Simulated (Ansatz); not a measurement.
# H6OSSi2: the cost of one run

Program: Ansatz 0.2.0. Level of theory: RKS r2SCAN-D4/def2-SVP. These are calculated values, not measurements.

1 further run of the same task is left out (it didn't finish).

## (1) The starting structure

Bond lengths: Si1–S2 2.525 Å, Si1–O3 1.578 Å, Si1–H5 1.465 Å, Si1–Si6 2.302 Å, S2–H7 1.326 Å, Si6–H8 1.465 Å, Si6–H9 1.465 Å, Si6–H10 1.468 Å. Angles: Si1–S2–H7 95.2°, S2–Si1–O3 81.3°, S2–Si1–H5 98.7°, S2–Si1–Si6 108.4°, O3–Si1–H5 115.3°, O3–Si1–Si6 120.0°, H5–Si1–Si6 120.8°, Si1–Si6–H8 111.6°, Si1–Si6–H9 113.2°, Si1–Si6–H10 107.9°, H8–Si6–H9 107.9°, H8–Si6–H10 108.0°, H9–Si6–H10 108.1°.

Structure file:

```xyz
10

Si   -0.0639    0.7417    0.0667
S     1.2605   -0.0575   -1.9287
O    -1.0662    1.1738   -1.0725
H    -0.3419    0.7421   -2.0285
H     0.8470    1.7911    0.5319
Si   -0.5447   -1.0750    1.3961
H     1.8909    1.0931   -2.1230
H     0.6732   -1.6920    1.9280
H    -1.3067   -2.1133    0.6989
H    -1.3482   -0.6039    2.5311
```

## (2) A restrained relaxation towards end A

Springs on the bonds that form and break draw the guess towards this end; the thresholds are loose.

The input, input.yaml:

```yaml
crystal:
  periodic: [false, false, false]
  atoms:
    - { symbol: Si, position_ang: [-0.0639, 0.7417, 0.0667] }
    - { symbol: S, position_ang: [1.2605, -0.0575, -1.9287] }
    - { symbol: O, position_ang: [-1.0662, 1.1738, -1.0725] }
    - { symbol: H, position_ang: [-0.3419, 0.7421, -2.0285] }
    - { symbol: H, position_ang: [0.847, 1.7911, 0.5319] }
    - { symbol: Si, position_ang: [-0.5447, -1.075, 1.3961] }
    - { symbol: H, position_ang: [1.8909, 1.0931, -2.123] }
    - { symbol: H, position_ang: [0.6732, -1.692, 1.928] }
    - { symbol: H, position_ang: [-1.3067, -2.1133, 0.6989] }
    - { symbol: H, position_ang: [-1.3482, -0.6039, 2.5311] }
basis:
  gaussian: { orbitals: def2-SVP }
hamiltonian:
  xc: r2scan
  dispersion: d4
relax:
  f_tol: 0.15
  max_steps: 25
  restrain:
    - { distance: [3, 1], at: 2.66, k: 30.0 }
    - { distance: [0, 1], at: 2.16, k: 30.0 }
    - { distance: [3, 2], at: 0.97, k: 30.0 }
```

Started as:

```bash
$ ansatz run input.yaml --threads 2 --pin off --max-ram 3072MiB --backend cpu --events-out ev --progress --plain --runs-dir out
```

**Question.** How long does this run take on 2 threads of Intel Xeon Platinum 8259CL at 2.50GHz (Skylake/Cascade Lake), shared host, and how much memory does it need?

About 44 s, with a peak of 0.18 GiB.
